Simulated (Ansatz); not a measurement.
# ClF2H3SSi2: basis-set convergence

The task here is to estimate one member of a computed series from the others.

Method: one geometry, several basis sets; program: Ansatz 0.2.0, Gaussian basis.

The runs, in order: PBE0-D4/def2-SVP; ωB97M-V/def2-SVP; PBE0-D4/def2-QZVPP; ωB97M-V/def2-QZVPP; the functionals' def2-TZVPP values are taken from earlier runs.

### Structure used throughout

All runs share one geometry, relaxed beforehand with PBE0-D4 in a triple-zeta def2 set.

SMILES `F[SiH](F)S[SiH2]Cl`, 9 atoms, charge 0, spin multiplicity 1.

Atoms are counted from 1 here; the program's logs count them from 0.

Bond lengths: F1–Si2 1.584 Å, Si2–F3 1.584 Å, Si2–S4 2.106 Å, Si2–H7 1.470 Å, S4–Si5 2.140 Å, Si5–Cl6 2.043 Å, Si5–H8 1.476 Å, Si5–H9 1.477 Å. Angles: F1–Si2–F3 105.8°, F1–Si2–S4 110.8°, F1–Si2–H7 110.0°, F3–Si2–S4 111.2°, F3–Si2–H7 109.0°, S4–Si2–H7 109.9°, Si2–S4–Si5 98.7°, S4–Si5–Cl6 111.5°, S4–Si5–H8 106.0°, S4–Si5–H9 110.1°, Cl6–Si5–H8 108.3°, Cl6–Si5–H9 108.4°, H8–Si5–H9 112.6°.

As a file:

```mol
ClF2H3SSi2
  3D, bonds by distance, orders not assigned

  9  8  0  0  0  0  0  0  0  0999 V2000
   -1.8969   -0.6509   -0.0587 F   0  0
   -0.6126   -1.3696   -0.6454 Si  0  0
   -0.0728   -2.3045    0.5138 F   0  0
    0.8391    0.0431   -1.2215 S   0  0
    0.7960    1.2818    0.5231 Si  0  0
   -0.5433    2.8118    0.3220 Cl  0  0
   -0.9850   -2.2014   -1.7982 H   0  0
    2.1481    1.8626    0.6429 H   0  0
    0.4159    0.4809    1.7049 H   0  0
  1  2  8  0
  2  3  8  0
  2  4  8  0
  4  5  8  0
  5  6  8  0
  2  7  8  0
  5  8  8  0
  5  9  8  0
M  END
```

The first run:

Input file in.yaml:

```yaml
crystal:
  periodic: [false, false, false]
  atoms:
    - {symbol: F, position_ang: [-1.896867, -0.650891, -0.058676]}
    - {symbol: Si, position_ang: [-0.612621, -1.369628, -0.645423]}
    - {symbol: F, position_ang: [-0.072751, -2.304542, 0.513753]}
    - {symbol: S, position_ang: [0.839093, 0.043064, -1.221527]}
    - {symbol: Si, position_ang: [0.796001, 1.281778, 0.523113]}
    - {symbol: Cl, position_ang: [-0.543331, 2.811830, 0.321981]}
    - {symbol: H, position_ang: [-0.985047, -2.201397, -1.798203]}
    - {symbol: H, position_ang: [2.148086, 1.862554, 0.642930]}
    - {symbol: H, position_ang: [0.415937, 0.480931, 1.704950]}
basis:
  gaussian: {orbitals: def2-SVP}
hamiltonian: {xc: pbe0, dispersion: d4}
output: {orbitals: {seedname: orbitals}}
```

Steps of the session up to this table: PBE0-D4 in def2-SVP; ωB97M-V in def2-SVP; PBE0-D4 in def2-QZVPP; ωB97M-V in def2-QZVPP.

One of the session's tables, all rows but one given; the rest of the session is left out.

It belongs to the step «Density functionals: the series». 

| functional | basis | HOMO (eV) | LUMO (eV) |
| --- | --- | --- | --- |
| PBE0-D4 | def2-SVP | -8.39 | 0.02 |
| PBE0-D4 | def2-TZVPP | -8.43 | -0.38 |
| PBE0-D4 | def2-QZVPP | -8.45 | -0.53 |
| ωB97M-V | def2-SVP | -10.51 | 2.06 |
| ωB97M-V | def2-TZVPP | -10.59 | 1.53 |
| ωB97M-V | def2-QZVPP | ? | ? |

**Question.** Estimate the row for ωB97M-V, def2-QZVPP.

As computed: HOMO (eV): -10.63; LUMO (eV): 1.21. In the column «HOMO (eV)» it is the lowest.
